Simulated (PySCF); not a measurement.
**TeS (triplet): the SCF solver's settings**

Aim: find out which solver settings change the answer for TeS (triplet).

Program: PySCF 2.14.0. Level of theory: method and basis as typed in the scripts. These are calculated values, not measurements.

2 further runs of the same task are left out: 1 for a known fault of the program, 1 that didn't finish.

## Step 1: The starting structure

TeS (triplet): 2 atoms, charge 0, spin multiplicity 3.

Bond lengths: Te1–S2 2.075 Å.

## Step 2: Base script

input.py

```python
from pyscf import gto, dft

mol = gto.M(
    atom='Te 0 0 0; S 0 0 2.075',
    basis='def2-svp',
    ecp={'Te': 'def2-svp'},
    charge=0,
    spin=2,
    verbose=4,
)
mf = dft.UKS(mol, xc='pw91')
mf.kernel()
mf.dip_moment()
print('orbital energies (hartree):', [e[max(0, n-3):n+3].round(4) for e, n in zip(mf.mo_energy, mol.nelec)])
```

Command:

```bash
$ OMP_NUM_THREADS=1 python input.py
```

The log of this run is left out.

Base result: E(SCF) = -666.149394 Eh, 11 cycles, ⟨S²⟩ = 2.002, μ = 1.30 D.

The bond length is a typed value, not an optimised one. The triplet is typed in the script; nothing here shows that it is the ground state.

## Step 3: Second-order solver on

Run 1 changes second-order solver: off → on.

input.py

```python
from pyscf import gto, dft

mol = gto.M(
    atom='Te 0 0 0; S 0 0 2.075',
    basis='def2-svp',
    ecp={'Te': 'def2-svp'},
    charge=0,
    spin=2,
    verbose=4,
)
mf = dft.UKS(mol, xc='pw91')
mf = mf.newton()
mf.kernel()
mf.dip_moment()
print('orbital energies (hartree):', [e[max(0, n-3):n+3].round(4) for e, n in zip(mf.mo_energy, mol.nelec)])
```

Command:

```bash
$ OMP_NUM_THREADS=1 python input.py
```

## Step 4: Smearing width 0.01 hartree

Run 2 changes smearing width: none → 0.01 hartree.

Changes to input.py since step 2:

```diff
@@ -1,2 +1,2 @@
-from pyscf import gto, dft
+from pyscf import gto, dft, scf
 
@@ -11,2 +11,3 @@
 mf = dft.UKS(mol, xc='pw91')
+mf = scf.addons.smearing_(mf, sigma=0.01, method='fermi')
 mf.kernel()
```

## Step 5: Convergence threshold 1e-07 hartree

Run 3 changes convergence threshold: default → 1e-07 hartree.

Changes to input.py since step 2:

```diff
@@ -11,2 +11,3 @@
 mf = dft.UKS(mol, xc='pw91')
+mf.conv_tol = 1e-07
 mf.kernel()
```

## Step 6: Smearing width 0.005 hartree

Run 4 changes smearing width: none → 0.005 hartree.

Changes to input.py since step 2:

```diff
@@ -1,2 +1,2 @@
-from pyscf import gto, dft
+from pyscf import gto, dft, scf
 
@@ -11,2 +11,3 @@
 mf = dft.UKS(mol, xc='pw91')
+mf = scf.addons.smearing_(mf, sigma=0.005, method='fermi')
 mf.kernel()
```

What does the calculation give? Wanted: for each run, E(SCF); from base; gap, α spin; SCF dipole.

As calculated:

```tsv
run	E(SCF) (hartree)	from base (eV)	cycles	gap, α spin (eV)	SCF dipole (D)
base	-666.149394	0	11	4.23	1.30
second-order solver on	-666.149394	0.0000	4 macro	4.23	1.30
smearing width 0.01 hartree	-666.129801	not comparable	12	n/a	1.30
convergence threshold 1e-07 hartree	-666.149394	0.0000	10	4.23	1.30
smearing width 0.005 hartree	-666.129803	not comparable	12	n/a	1.30
```

Distance from each run's final energy (log10 hartree) by cycle:

```tsv
run	cycle 1	cycle 2	cycle 3	cycle 5	cycle 8	cycle 12
base	0.4	0.9	-0.9	-1.9	-5.4	done
second-order solver on	-0.5	-2.8	< -11	done	done	done
smearing width 0.01 hartree	0.4	0.9	-0.8	-1.8	-5.4	< -11
convergence threshold 1e-07 hartree	0.4	0.9	-0.9	-1.9	-5.4	done
smearing width 0.005 hartree	0.4	0.9	-0.9	-2.0	-5.8	< -11
```

**Reading.** The SCF energy stays the same, to the digits that matter, with second-order solver on or convergence threshold 1e-07 hartree.
